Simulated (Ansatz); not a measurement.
# C3H7Cl2InO: the cost of one run

Computed with Ansatz 0.2.0, Gaussian basis. Level: the settings change from run to run.

1 further run of the same task is left out (for a known fault of the program). Runs told in other sessions of the task aren't counted.

## (1) The relaxed structure

The structure was relaxed beforehand with PBE0-D4 in a triple-zeta def2 set. In takes a core potential in def2 sets; no spin-orbit term is included.

14 atoms, charge 0, spin multiplicity 1.

Atoms are counted from 1 here; the program's logs count them from 0.

Bond lengths: C1–C2 1.516 Å, C1–H8 1.095 Å, C1–H9 1.093 Å, C1–H10 1.093 Å, C2–C3 1.515 Å, C2–O4 1.423 Å, C2–H11 1.100 Å, C3–H12 1.093 Å, C3–H13 1.091 Å, C3–H14 1.093 Å, O4–In5 1.958 Å, In5–Cl6 2.310 Å, In5–Cl7 2.294 Å. Angles: C2–C1–H8 111.1°, C2–C1–H9 111.2°, C2–C1–H10 110.1°, H8–C1–H9 107.2°, H8–C1–H10 108.7°, H9–C1–H10 108.5°, C1–C2–C3 112.1°, C1–C2–O4 110.9°, C1–C2–H11 108.6°, C3–C2–O4 106.7°, C3–C2–H11 108.6°, O4–C2–H11 110.0°, C2–C3–H12 110.7°, C2–C3–H13 110.4°, C2–C3–H14 110.1°, H12–C3–H13 108.6°, H12–C3–H14 108.7°, H13–C3–H14 108.3° and more.

## (2) PBE0-DH/x2c-TZVPPall

Set apart from the defaults: relativity set to none.

Input file in.yaml:

```yaml
crystal:
  periodic: [false, false, false]
  atoms:
    - {symbol: C, position_ang: [-0.460520, 0.493170, 1.211020]}
    - {symbol: C, position_ang: [-0.310113, -0.413153, 0.004804]}
    - {symbol: C, position_ang: [-0.208317, -1.872521, 0.398407]}
    - {symbol: O, position_ang: [0.873255, -0.101417, -0.720456]}
    - {symbol: In, position_ang: [1.050419, 1.589043, -1.693384]}
    - {symbol: Cl, position_ang: [-0.786914, 2.954605, -2.004397]}
    - {symbol: Cl, position_ang: [3.073231, 2.174545, -2.603937]}
    - {symbol: H, position_ang: [-0.569566, 1.539610, 0.906219]}
    - {symbol: H, position_ang: [-1.348199, 0.232020, 1.792122]}
    - {symbol: H, position_ang: [0.416164, 0.405565, 1.857943]}
    - {symbol: H, position_ang: [-1.191431, -0.285304, -0.641116]}
    - {symbol: H, position_ang: [-1.105850, -2.191177, 0.933874]}
    - {symbol: H, position_ang: [-0.090306, -2.498551, -0.487212]}
    - {symbol: H, position_ang: [0.658147, -2.026424, 1.046124]}
basis:
  gaussian: {orbitals: x2c-TZVPPall}
hamiltonian: {xc: {name: PBE0-DH}, pseudopotentials: {relativity: none}}
output: {forces: true}
```

The run is started by

```bash
$ ansatz run in.yaml --threads 4 --pin off --events-out ev --progress --plain --max-ram 11315MiB
```

**Question.** How long does this run take on 4 threads of Arm Neoverse V2, shared host, and how much memory does it need?

About 70 s, with a peak of 1.9 GiB.
